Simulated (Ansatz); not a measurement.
# Cl2H2Se2Si: small, medium and large basis sets

Aim: see how fast density functionals converge with the basis set for Cl2H2Se2Si.

Program: Ansatz 0.2.0, Gaussian basis. Level of theory: one geometry, several basis sets. These are calculated values, not measurements.

Levels to be run: PBE0-D4/def2-SVP; ωB97M-V/def2-SVP; PBE0-D4/def2-QZVPP; ωB97M-V/def2-QZVPP; the functionals' def2-TZVPP values are taken from earlier runs.

## 1. The geometry

All runs share one geometry, relaxed beforehand with PBE0-D4 in a triple-zeta def2 set.

SMILES `Cl[Si](Cl)([SeH])[SeH]`, 7 atoms, charge 0, spin multiplicity 1.

Atoms are counted from 1 here; the program's logs count them from 0.

Bond lengths: Cl1–Si2 2.043 Å, Si2–Cl3 2.043 Å, Si2–Se4 2.257 Å, Si2–Se5 2.257 Å, Se4–H6 1.470 Å, Se5–H7 1.470 Å. Angles: Cl1–Si2–Cl3 108.6°, Cl1–Si2–Se4 113.2°, Cl1–Si2–Se5 103.8°, Cl3–Si2–Se4 103.8°, Cl3–Si2–Se5 113.2°, Se4–Si2–Se5 114.5°, Si2–Se4–H6 91.8°, Si2–Se5–H7 91.8°.

## 2. PBE0-D4 in def2-SVP

in.yaml

```yaml
crystal:
  periodic: [false, false, false]
  atoms:
    - {symbol: Cl, position_ang: [-0.489389, -2.311733, -0.606350]}
    - {symbol: Si, position_ang: [0.182955, -0.541429, 0.160584]}
    - {symbol: Cl, position_ang: [1.567020, -0.941022, 1.609336]}
    - {symbol: Se, position_ang: [-1.417006, 0.617778, 1.250814]}
    - {symbol: Se, position_ang: [1.053422, 0.523243, -1.628541]}
    - {symbol: H, position_ang: [-2.159335, 0.853889, 0.004168]}
    - {symbol: H, position_ang: [1.323334, 1.731274, -0.835610]}
basis:
  gaussian: {orbitals: def2-SVP}
hamiltonian: {xc: pbe0, dispersion: d4}
output: {orbitals: {seedname: orbitals}}
```

Started as:

```
> ansatz run in.yaml --threads 4 --pin off --events-out ev --progress --plain --max-ram 11315MiB
```

After this run come: ωB97M-V in def2-SVP; PBE0-D4 in def2-QZVPP; ωB97M-V in def2-QZVPP.

Before running them: what should the planned runs give, taken together? Wanted: PBE0-D4: double and triple zeta above quadruple; ωB97M-V: double and triple zeta above quadruple.

The runs gave:

```
                                       quantity           value
PBE0-D4: double and triple zeta above quadruple  31.34, 3.74 eV
ωB97M-V: double and triple zeta above quadruple  31.02, 3.60 eV
```

In words: PBE0-D4 gains 27.60 eV from double to triple zeta, then 3.74 eV more. These are total energies; as a rule much of such shifts cancels in differences, which this series doesn't test.
